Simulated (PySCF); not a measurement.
# [Ce(H2O)2]3+: other functionals and bases at one geometry

The task here is to estimate one member of a computed series from the others.

Method: several levels, as the steps say, no spin–orbit coupling; program: PySCF 2.14.0.

4 further runs of the same task are left out: 2 for a known fault of the program, 2 that didn't finish.

## Starting geometry

7 atoms, charge 3, spin multiplicity 1.

Bond lengths: Ce1–O2 2.342 Å, Ce1–O5 2.343 Å, O2–H3 0.991 Å, O2–H4 0.991 Å, O5–H6 0.991 Å, O5–H7 0.991 Å. Angles: O2–Ce1–O5 114.3°, Ce1–O2–H3 129.6°, Ce1–O2–H4 127.8°, H3–O2–H4 102.6°, Ce1–O5–H6 127.7°, Ce1–O5–H7 129.7°, H6–O5–H7 102.6°.

Coordinates:

```xyz
7

Ce    0.01280   -1.08943    0.00045
O    -0.08304    0.17911    1.96713
H     0.10873    1.14110    2.10800
H    -0.31388   -0.13072    2.88015
O     0.06201    0.18215   -1.96647
H     0.32300   -0.11667   -2.87508
H    -0.18545    1.13051   -2.11417
```

Formal oxidation states: Ce +3. Each metal's 1 4f electrons lie in its core potential, so multiplicities, spins and levels count the valence alone. An earlier session relaxed this geometry at PBE0, Ce lcecp-1-SVP with ECP47, O def2-SVP, H def2-SVP (singlet, point group C1).

At PBE0 on the finer grid: E = -183.653258 Eh, HOMO -25.89 eV, LUMO -18.20 eV, Mulliken charge on Ce1 +2.31 e, largest force component 0.019 eV/Å. 

Levels to run: PBE; revPBE; M06-L; B3LYP; PBE0, TZVP. Hardware: 2 threads of Arm Neoverse V1, shared host.

Set-up of the first run:

Contents of run.py (the lines that set the calculation):

```python
mol = gto.M(atom='''
Ce     0.01280    -1.08943     0.00045
O     -0.08304     0.17911     1.96713
H      0.10873     1.14110     2.10800
H     -0.31388    -0.13072     2.88015
O      0.06201     0.18215    -1.96647
H      0.32300    -0.11667    -2.87508
H     -0.18545     1.13051    -2.11417''',
    basis={'Ce': 'lcecp-1-SVP', 'O': 'def2-SVP', 'H': 'def2-SVP'},
    ecp={'Ce': 'lcecp-1-SVP'},
    charge=3, spin=0)
mf = dft.RKS(mol, xc='PBE')
mf.grids.atom_grid = (75, 302)  # f atoms: unpruned, at least (60, 302)
mf = mf.density_fit()  # fitting sets: Ce AutoAux, O def2-universal-JKFIT, H def2-universal-JKFIT
mf.conv_tol = 1e-08; mf.max_cycle = 55
mf.kernel(dm0)  # dm0: the density of the relaxed state
```

On the command line:

```sh
$ OMP_NUM_THREADS=2 python run.py
```

Among the steps run: PBE; revPBE; M06-L; B3LYP; PBE0, TZVP.

One of the session's tables, all rows but one given; the rest of the session is left out.

| level | HOMO (eV) | gap (eV) | charge on Ce1 (e) | dipole (D) | largest force component (eV/Å) |
| --- | --- | --- | --- | --- | --- |
| PBE0 (relaxed here) | -25.89 | 7.70 | 2.31 | 2.37 | 0.02 |
| PBE | ? | ? | ? | ? | ? |
| revPBE | -24.09 | 5.03 | 2.22 | 2.63 | 0.44 |
| M06-L | -24.42 | 5.90 | 2.35 | 2.28 | 0.21 |
| B3LYP | -25.57 | 7.09 | 2.28 | 2.42 | 0.17 |
| PBE0, TZVP | -25.90 | 7.80 | 2.44 | 2.40 | 0.26 |

**Question.** Estimate the row for PBE.

**Answer.** HOMO (eV): -24.14; gap (eV): 5.02; charge on Ce1 (e): 2.21; dipole (D): 2.69; largest force component (eV/Å): 0.47. In the column «HOMO (eV)» it lies between M06-L (-24.42) and revPBE (-24.09).

The dipole of a charged species depends on the origin, so these sizes hold for this origin alone.

In one basis the HOMO–LUMO gap runs from 5.02 eV (PBE) to 7.70 eV (PBE0). The largest leftover force, 0.47 eV/Å with PBE, stands at a geometry relaxed at another level. With 4f in the core, its levels are missing from HOMO and gap, and its count is fixed, so no charge can pass from the ligands into it. Total energies of different levels can't be compared.
